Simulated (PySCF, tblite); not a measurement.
# C3H9AsSi2: dynamics, then NMR shifts on frames, part 2 of 2

tblite 0.8.0 and PySCF 2.14.0. Atoms count from 0. The steps go on from the part before.

## 5. Nuclear shieldings: 625 fs, PBE0/pcSseg-1

The job: settings as JSON, then the geometry in Å.

```
{"job": {"kind": "nmr", "xc": "PBE0", "basis": "pcSseg-1", "pop": false}, "charge": 0, "multiplicity": 1}
C      1.907600     2.749900    -0.685200
C      1.386700     1.580000    -0.026500
C      1.069600     0.512800     0.423000
Si     0.282800    -0.819100     1.326600
As    -2.013200    -0.259600     1.438000
Si    -2.702600    -0.685800    -0.765700
H      2.046100     3.555000     0.113300
H      1.238400     3.108000    -1.577000
H      2.913700     2.627100    -1.038100
H      0.849600    -1.807000     0.417400
H      0.597300    -1.435000     2.558500
H     -2.529800    -1.548200     1.736400
H     -1.997800    -1.603900    -1.684500
H     -2.746400     0.561300    -1.644500
H     -4.001800    -1.361700    -0.753000
```

With the program's defaults for keys left out, this is: GIAO PBE0/pcSseg-1 NMR shielding, non-relativistic, gas phase.

The program printed:

```text
coarse grid: 57944 points
cycle   1  E = -2933.5247426631  dE = -4.168e-01  |g| = 7.604e-01  |ddm| = 3.755e+00
cycle   2  E = -2933.5120495361  dE =  1.269e-02  |g| = 6.295e-01  |ddm| = 1.274e+00
cycle   3  E = -2933.5634195371  dE = -5.137e-02  |g| = 2.375e-01  |ddm| = 9.859e-01
cycle   4  E = -2933.5755870192  dE = -1.217e-02  |g| = 9.158e-02  |ddm| = 2.714e-01
cycle   5  E = -2933.5775945250  dE = -2.008e-03  |g| = 1.230e-02  |ddm| = 1.016e-01
cycle   6  E = -2933.5776408902  dE = -4.637e-05  |g| = 2.822e-03  |ddm| = 2.587e-02
cycle   7  E = -2933.5776435185  dE = -2.628e-06  |g| = 8.242e-04  |ddm| = 5.445e-03
final grid: 118904 points
cycle   8  E = -2933.5776668900  dE =  8.777e-11  |g| = 8.952e-04  |ddm| = 3.225e-03
cycle   9  E = -2933.5776667756  dE =  1.144e-07  |g| = 1.116e-03  |ddm| = 2.894e-03
cycle  10  E = -2933.5776670727  dE = -2.971e-07  |g| = 3.237e-04  |ddm| = 1.560e-03
cycle  11  E = -2933.5776670991  dE = -2.637e-08  |g| = 1.756e-05  |ddm| = 2.757e-04
cycle  12  E = -2933.5776670991  dE = -7.685e-11  |g| = 4.720e-06  |ddm| = 3.065e-05
converged SCF energy = -2933.5776670991

GIAO shielding tensors (ppm)
atom      isotropic    diamagn.    paramagn.     s11        s22        s33       span
  0 C      174.824     249.241     -74.416    163.948    168.056    192.469     28.522
  1 C       62.715     270.324    -207.609    -32.203    -23.944    244.292    276.495
  2 C      107.171     262.454    -155.283     17.123     33.228    271.162    254.040
  3 Si     425.925     881.752    -455.827    328.446    399.120    550.209    221.763
  4 As    2098.751    2880.561    -781.810   1877.400   2148.604   2270.249    392.849
  5 Si     426.477     879.307    -452.830    363.755    410.881    504.795    141.040
  6 H       28.282      24.941       3.342     23.341     26.712     34.794     11.453
  7 H       27.593      27.402       0.191     22.650     26.356     33.772     11.122
  8 H       29.673      27.719       1.954     24.973     27.633     36.412     11.439
  9 H       27.002      30.570      -3.569     23.039     25.530     32.437      9.399
 10 H       27.150      29.592      -2.442     22.756     24.551     34.143     11.387
 11 H       31.824      31.839      -0.015     22.515     25.252     47.704     25.188
 12 H       27.314      29.357      -2.043     23.407     25.466     33.069      9.661
 13 H       26.902      28.393      -1.491     23.312     24.343     33.051      9.738
 14 H       27.531      28.296      -0.765     23.226     24.834     34.532     11.305
```

It took 24 s on 1 thread of Intel Xeon Platinum 8488C, shared host; peak memory 0.91 GiB.

Key values: δ C1 124.2, C2 79.8, C0 12.1, Si3 -76.8, H13 4.81, H9 4.72 ppm.

## 6. Shielding tensors: 800 fs, PBE0/pcSseg-1

The job: settings as JSON, then the geometry in Å.

```
{"job": {"kind": "nmr", "xc": "PBE0", "basis": "pcSseg-1", "pop": false}, "charge": 0, "multiplicity": 1}
C      2.615000     2.161200     0.289200
C      1.852200     0.938500     0.607300
C      1.172100    -0.006700     1.058000
Si    -0.382900    -0.707400     1.885000
As    -2.204800     0.281800     0.833400
Si    -2.080600    -0.974900    -1.116900
H      3.585600     1.902000     0.544000
H      2.404800     3.004400     0.971600
H      2.405500     2.475400    -0.720700
H     -0.079300    -2.100400     1.997600
H     -0.287100    -0.164000     3.299800
H     -2.992800    -0.670200     1.711700
H     -1.287900    -2.144800    -0.915900
H     -1.616500    -0.188000    -2.353600
H     -3.470800    -1.303200    -1.327600
```

With the program's defaults for keys left out, this is: GIAO PBE0/pcSseg-1 NMR shielding, non-relativistic, gas phase.

The program printed:

```text
coarse grid: 57944 points
cycle   1  E = -2933.5366551844  dE = -5.288e-01  |g| = 7.483e-01  |ddm| = 3.740e+00
cycle   2  E = -2933.5252096116  dE =  1.145e-02  |g| = 6.095e-01  |ddm| = 9.337e-01
cycle   3  E = -2933.5668827200  dE = -4.167e-02  |g| = 2.772e-01  |ddm| = 6.583e-01
cycle   4  E = -2933.5844251668  dE = -1.754e-02  |g| = 9.024e-02  |ddm| = 2.582e-01
cycle   5  E = -2933.5863595401  dE = -1.934e-03  |g| = 1.172e-02  |ddm| = 8.824e-02
cycle   6  E = -2933.5864016427  dE = -4.210e-05  |g| = 2.830e-03  |ddm| = 2.072e-02
cycle   7  E = -2933.5864040574  dE = -2.415e-06  |g| = 7.355e-04  |ddm| = 4.518e-03
final grid: 118904 points
cycle   8  E = -2933.5863932270  dE =  3.803e-09  |g| = 8.018e-04  |ddm| = 2.252e-03
cycle   9  E = -2933.5863929810  dE =  2.460e-07  |g| = 1.246e-03  |ddm| = 2.078e-03
cycle  10  E = -2933.5863933654  dE = -3.845e-07  |g| = 4.122e-04  |ddm| = 1.304e-03
cycle  11  E = -2933.5863934084  dE = -4.292e-08  |g| = 1.363e-05  |ddm| = 3.110e-04
cycle  12  E = -2933.5863934084  dE = -4.002e-11  |g| = 5.621e-06  |ddm| = 3.166e-05
converged SCF energy = -2933.5863934084

GIAO shielding tensors (ppm)
atom      isotropic    diamagn.    paramagn.     s11        s22        s33       span
  0 C      179.550     248.540     -68.990    161.280    173.651    203.721     42.441
  1 C       57.489     271.523    -214.034    -44.463    -41.166    258.096    302.559
  2 C       90.817     270.949    -180.132     -8.194      9.526    271.118    279.312
  3 Si     405.483     881.094    -475.611    351.490    398.366    466.593    115.103
  4 As    2068.881    2882.023    -813.142   1761.603   2162.688   2282.352    520.749
  5 Si     434.529     879.796    -445.267    385.159    443.496    474.933     89.775
  6 H       30.660      26.628       4.033     24.954     29.127     37.900     12.946
  7 H       29.176      27.731       1.445     24.728     27.790     35.009     10.281
  8 H       29.910      30.328      -0.418     24.607     28.504     36.620     12.013
  9 H       27.432      29.780      -2.348     23.138     25.511     33.645     10.507
 10 H       25.968      28.314      -2.347     22.122     23.870     31.911      9.789
 11 H       30.318      29.706       0.613     22.222     24.683     44.050     21.828
 12 H       27.911      29.755      -1.843     23.162     26.489     34.083     10.921
 13 H       26.805      28.340      -1.535     23.604     24.409     32.403      8.798
 14 H       27.572      28.600      -1.028     22.986     25.274     34.455     11.469
```

It took 22 s on 1 thread of Intel Xeon Platinum 8488C, shared host; peak memory 0.92 GiB.

This run: δ C1 129.4, C2 96.1, C0 7.4, Si3 -56.3, H10 5.75, H13 4.91 ppm.

## 7. Shielding tensors: 1000 fs, PBE0/pcSseg-1

The job: settings as JSON, then the geometry in Å.

```
{"job": {"kind": "nmr", "xc": "PBE0", "basis": "pcSseg-1", "pop": false}, "charge": 0, "multiplicity": 1}
C      3.406100     1.808300     0.554300
C      2.257400     1.096600     0.953600
C      1.534000     0.412400     1.614700
Si    -0.215600    -0.244300     2.032600
As    -1.584300     0.632700     0.398000
Si    -1.815600    -1.174500    -1.036500
H      4.228000     1.190800     0.887600
H      3.474500     2.751900     1.123000
H      3.516800     1.826900    -0.506900
H     -0.451200    -1.757900     2.208300
H     -0.082300     0.225100     3.448100
H     -2.674200     0.212200     1.241000
H     -0.470300    -1.461500    -1.684800
H     -2.866800    -0.710100    -2.031800
H     -2.220500    -2.436500    -0.520500
```

Level: GIAO PBE0/pcSseg-1 NMR shielding, non-relativistic, gas phase.

The program printed:

```text
coarse grid: 57944 points
cycle   1  E = -2933.5197310706  dE = -3.810e-01  |g| = 7.688e-01  |ddm| = 3.674e+00
cycle   2  E = -2933.5120874662  dE =  7.644e-03  |g| = 6.164e-01  |ddm| = 1.246e+00
cycle   3  E = -2933.5714894570  dE = -5.940e-02  |g| = 1.572e-01  |ddm| = 8.921e-01
cycle   4  E = -2933.5756857999  dE = -4.196e-03  |g| = 9.402e-02  |ddm| = 2.059e-01
cycle   5  E = -2933.5778405702  dE = -2.155e-03  |g| = 1.433e-02  |ddm| = 8.197e-02
cycle   6  E = -2933.5778977860  dE = -5.722e-05  |g| = 2.485e-03  |ddm| = 2.197e-02
cycle   7  E = -2933.5778992795  dE = -1.494e-06  |g| = 6.926e-04  |ddm| = 3.236e-03
final grid: 118904 points
cycle   8  E = -2933.5778950976  dE = -3.409e-08  |g| = 7.093e-04  |ddm| = 1.868e-03
cycle   9  E = -2933.5778950822  dE =  1.546e-08  |g| = 7.616e-04  |ddm| = 1.586e-03
cycle  10  E = -2933.5778952351  dE = -1.530e-07  |g| = 1.040e-04  |ddm| = 7.823e-04
cycle  11  E = -2933.5778952374  dE = -2.293e-09  |g| = 3.009e-05  |ddm| = 9.632e-05
cycle  12  E = -2933.5778952376  dE = -2.119e-10  |g| = 3.064e-06  |ddm| = 2.446e-05
converged SCF energy = -2933.5778952376

GIAO shielding tensors (ppm)
atom      isotropic    diamagn.    paramagn.     s11        s22        s33       span
  0 C      183.411     247.723     -64.312    173.264    175.659    201.310     28.045
  1 C       65.634     261.623    -195.989    -33.327    -21.339    251.568    284.896
  2 C       96.060     280.113    -184.053      2.741     18.667    266.771    264.029
  3 Si     410.009     880.169    -470.160    346.853    377.818    505.356    158.503
  4 As    2080.122    2881.076    -800.954   1950.675   2056.324   2233.368    282.693
  5 Si     427.290     880.225    -452.934    384.607    422.932    474.332     89.725
  6 H       29.433      25.798       3.635     23.857     28.493     35.951     12.094
  7 H       29.004      24.883       4.122     23.786     27.555     35.672     11.885
  8 H       30.528      29.935       0.592     25.321     28.925     37.337     12.016
  9 H       25.982      28.437      -2.455     21.847     24.026     32.072     10.225
 10 H       26.066      27.768      -1.702     21.578     25.029     31.590     10.012
 11 H       31.453      31.231       0.222     22.856     25.282     46.221     23.365
 12 H       26.801      29.550      -2.749     22.846     25.250     32.307      9.461
 13 H       26.721      28.302      -1.580     22.331     24.433     33.400     11.069
 14 H       28.060      29.966      -1.906     23.980     25.579     34.620     10.640
```

Wall time 23 s (1 thread of Intel Xeon Platinum 8488C, shared host); peak memory 0.92 GiB.

Key values: δ C1 121.3, C2 90.9, C0 3.5, Si3 -60.9, H9 5.74, H10 5.65 ppm.

## 8. Comparing the runs: NMR shifts

Shifts (ppm) of some atoms, chosen among heavy atoms and hydrogens apart, with basis size and wall time:

```
  frame     C1    C2    H6    H7    Si3    Si5   As4  functions  time
 250 fs  119.8  85.1  1.87  1.80  -60.8  -95.0    12        185  31 s
 425 fs  124.0  78.0  3.05  2.02  -45.9  -83.2   -70        185  25 s
 625 fs  124.2  79.8  3.43  4.12  -76.8  -77.3  -110        185  24 s
 800 fs  129.4  96.1  1.06  2.54  -56.3  -85.4   -80        185  22 s
1000 fs  121.3  90.9  2.28  2.71  -60.9  -78.1   -91        185  23 s
```

## 9. Summary of results

The summary covers parts 1 to 2.

| quantity | value |
| --- | --- |
| thermostat | 600 K |
| mean temperature, second half | 593 K |
| mean potential energy above the minimum | 0.86 eV |
| 13C shifts against TMS (PBE0/pcSseg-1, 250 fs) | 119.8, 85.1, 5.7 ppm |
| 1H shifts against TMS (PBE0/pcSseg-1, 250 fs) | 5.62, 5.44, 4.70, 4.27, 3.27, 2.90, 1.97, 1.87, 1.80 ppm |
| 29Si shifts against TMS (PBE0/pcSseg-1, 250 fs) | -60.8, -95.0 ppm |
| 75As shifts against AsH3 (PBE0/pcSseg-1, 250 fs) | 12 ppm |
| surface potential, 1st and 99th percentile | -0.91 V and 1.08 V |
| range of the shift of As4 | -110 to 12 ppm |

In the second half the potential energy averages 0.86 eV above the minimum; equipartition over 39 harmonic modes at 600 K would give 1.01 eV. With 15 atoms the temperature swings widely (286 to 806 K). Shifts at one fixed geometry are not the observed spectrum, which averages over the motion. In the first frame run (250 fs): The widest tensor belongs to As4: span 398 ppm, with a paramagnetic part of -904 ppm. By nearest atom (PBE0/pcSseg-1), the HOMO sits on As4 57 %; H11, H14 about 8 % each and the LUMO on As4 23 %; Si3 18 %. In ppm, As4 moves most: its shift spreads over 123 ppm, from -110 (625 fs) to 12 (250 fs). Spin-orbit coupling is left out, which matters for shieldings and couplings at and beside the heavy atoms.
